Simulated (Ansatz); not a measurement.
Input of an Ansatz 0.2.0 run:

Contents of input.yaml:

```yaml
crystal:
  lattice:
    - [3.23023, -5.57768, -0.0247]
    - [3.23023, 5.57768, -0.0247]
    - [-1.49068, 0.0, 6.3203]
  atoms:
    - { symbol: Hf, position: [0.10178, 0.10178, 0.00912] }
    - { symbol: In, position: [0.79222, 0.48204, 0.00818] }
    - { symbol: In, position: [0.48204, 0.79222, 0.00818] }
    - { symbol: In, position: [0.54472, 0.21983, 0.48398] }
    - { symbol: In, position: [0.21983, 0.54472, 0.48398] }
    - { symbol: Si, position: [0.85433, 0.85433, 0.44523] }
    - { symbol: O, position: [0.835, 0.58822, 0.38104] }
    - { symbol: O, position: [0.58822, 0.835, 0.38104] }
    - { symbol: O, position: [0.02899, 0.02899, 0.295] }
    - { symbol: O, position: [0.9792, 0.9792, 0.69555] }
    - { symbol: O, position: [0.42852, 0.14514, 0.07435] }
    - { symbol: O, position: [0.14514, 0.42852, 0.07435] }
hamiltonian:
  xc: pbe
  pseudopotentials: { kind: paw }
kpoints:
  mp_grid: { grid: [5, 5, 4] }
scf:
  occupations: { method: fermi_dirac, width: 0.05 }
output:
  forces: true
  stress: true
  eigenvalues: true
```

Potentials or basis: Ansatz PAW.

The run is started by

```sh
$ ansatz run input.yaml --threads 8 --pin off --max-ram 20480MiB --backend cpu --events-out ev --progress --plain --runs-dir out
```

What does it give for the pressure?

0.0 GPa.

Predict the largest force.

0.007 eV/Å.

Predict the band gap on the k mesh.

0.64 eV, indirect (least direct gap 0.90 eV).

Forces in eV/Å, atoms in the order of the input:
```
Hf  -0.005  0.000 -0.004
In   0.003  0.003  0.004
In   0.003 -0.003  0.004
In  -0.001 -0.001 -0.003
In  -0.001  0.001 -0.003
Si  -0.002  0.000 -0.002
O   -0.002  0.000 -0.002
O   -0.002  0.000 -0.002
O    0.002  0.000  0.001
O    0.000  0.000  0.004
O    0.003 -0.002  0.001
O    0.003  0.002  0.001
```

Caveat: odd divisions of the mesh miss points on the zone boundary, where band edges often lie, so the gap on the mesh can be too wide; the pressure holds a Pulay correction of +0.3 GPa for the finite cutoff; spin-orbit coupling is left out, which moves the levels of the heavy elements. A k mesh can miss the band edges.
